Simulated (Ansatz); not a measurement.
# MnS: the cost of one run

Computed with Ansatz 0.2.0 (DFT PBEsol, scalar-relativistic, plane waves, PAW, unless a step's input says otherwise).

1 further run of the same task is left out (it didn't finish).

**1. The system as given**

Symmetry: F-43m, No. 216, cubic system. Conventional cell: a = 5.600 Å, b = 5.600 Å, c = 5.600 Å, α = 90.00°, β = 90.00°, γ = 90.00°. Around Mn (site symmetry -43m) lie 4 S at 2.42 Å. S (site symmetry -43m) has 4 Mn at 2.42 Å as nearest neighbours.

Structure file:

```cif
data_structure
_symmetry_space_group_name_H-M 'F-43m'
_symmetry_Int_Tables_number 216
_cell_length_a 5.6000
_cell_length_b 5.6000
_cell_length_c 5.6000
_cell_angle_alpha 90.000
_cell_angle_beta 90.000
_cell_angle_gamma 90.000
_cell_volume 175.62
loop_
_atom_site_label
_atom_site_type_symbol
_atom_site_symmetry_multiplicity
_atom_site_Wyckoff_symbol
_atom_site_fract_x
_atom_site_fract_y
_atom_site_fract_z
_atom_site_occupancy
Mn1 Mn 4 a 0.00000 0.00000 0.00000 1
S1 S 4 c 0.25000 0.25000 0.25000 1
```

The cell is the deposited one, not relaxed. At PBEsol, an earlier run found -1.96 GPa for this cell of 21.952 Å³/atom (10×10×10 mesh), metallic, moments in the atoms' spheres Mn 4.14; S 0.12 μB.

**2. Exchange couplings, spin waves and anisotropy by the force theorem**

File input.yaml:

```yaml
crystal:
  lattice:
    - [0.0, 2.8, 2.8]
    - [2.8, 0.0, 2.8]
    - [2.8, 2.8, 0.0]
  atoms:
    - { symbol: Mn, position: [0.0, 0.0, 0.0], spin: 4.56 }
    - { symbol: S, position: [0.75, 0.75, 0.75] }
basis:
  ecutwfc: 420
  ecutrho_ratio: 4
kpoints:
  mp_grid: { grid: [10, 10, 10] }
  band_path:
    path:
      - [[0.0, 0.0, 0.0], [-0.5, -0.5, 0.0], [-0.375, -0.375, 0.25]]
      - [[-0.375, 0.0, 0.375], [0.0, 0.0, 0.0], [0.0, 0.0, 0.5], [-0.5, -0.25, 0.25], [-0.5, -0.5, 0.0]]
    npoints: 6
hamiltonian:
  xc: pbesol
scf:
  occupations: { method: gaussian, width: 0.05 }
  lower_state_search: "off"
output:
  forces: true
  stress: true
  eigenvalues: true
  populations: true
  eigenstates:
    nscf_kmesh: { grid: [10, 10, 10] }
    top_band: c30
    exchange_couplings: { magnetic: [{ site: 0 }], antisymmetric: true }
    magnetocrystalline_anisotropy: {}
magnetization:
  spin_polarized: true
checkpoint:
  read: start.run
  write: ck
  compress: false
  write_wavefunctions: false
  write_every: 100000
```

It reads its starting density from start.run, saved by an earlier run on this cell.

Run with:

```sh
> ansatz run input.yaml --threads 4 --pin off --max-ram 9216MiB --backend cpu --events-out ev --progress --plain --runs-dir out
```

**Question.** How long does this run take on 4 threads of Arm Neoverse V2, shared host, and how much memory does it need?

About 1.9 min, with a peak of 1.7 GiB.
